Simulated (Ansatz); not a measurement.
Working through vertical energies of changing the electron count of AsBH7P, SMILES P[BH2-][AsH3+]

Computed with the Ansatz DFT code, driven from Python.

Typed at the interpreter:
```pycon
>>> from dataclasses import dataclass
>>> import ansatz as az
>>> from ase import Atoms
>>> @dataclass(frozen=True)
... class Options:
...     basis: str = '6-31G*'
...     xc: str = 'pbe0'
...
>>> opts = Options()
>>> def energy_of(molecule, charge=0, unpaired=0):
...     calc = (
...         molecule.calculation()
...         .basis(gaussian=opts.basis)
...         .functional(opts.xc)
...     )
...     if charge:
...         calc = calc.charge(charge)
...     if unpaired:
...         calc = calc.spin('collinear', total=unpaired)
...     return calc.run(threads=1).report['free_energy_ev']
...
>>> atoms = Atoms(['P', 'B', 'As', 'H', 'H', 'H', 'H', 'H', 'H', 'H'], positions=[
...     [1.6738, 0.6156, 0.4683],
...     [0.3053, -0.6126, -0.1471],
...     [-1.5433, 0.1376, 0.317],
...     [2.7379, -0.0458, -0.267],
...     [1.4182, 1.5855, -0.5828],
...     [0.3915, -0.7509, -1.3272],
...     [0.4498, -1.6671, 0.3872],
...     [-2.4694, -0.9863, -0.2522],
...     [-1.5217, 1.4883, -0.4706],
...     [-1.4421, 0.2356, 1.8743],
... ])
>>> system = az.Crystal.molecule_from_ase(atoms)
>>> # delta-SCF style differences, no relaxation
>>> parent = energy_of(system, 0, 0)
>>> cation = energy_of(system, 1, 1)
>>> print(f'E(N)   = {parent:.5f} eV')
E(N)   = -70898.07303 eV
>>> print(f'E(N-1) = {cation:.5f} eV  (1 unpaired)')
E(N-1) = -70890.03555 eV  (1 unpaired)
>>> print(f'vertical ionisation energy {cation - parent:.3f} eV')
vertical ionisation energy 8.037 eV
```

At this unrelaxed geometry removing an electron costs 8.04 eV.

Total energies depend on the basis set; only differences at equal settings carry meaning. The geometry is a force-field or estimated start, not a minimum of this method, and the basis set is short of its limit. All parts are taken at fixed geometry, without zero-point energy. At an unrelaxed start these energies can be a whole eV from those at the minimum, and a small affinity can change sign. Wall time of the script: 7 s on 1 thread of Intel(R) Xeon(R) Processor @ 2.30GHz (shared host), peak memory 0.35 GiB.
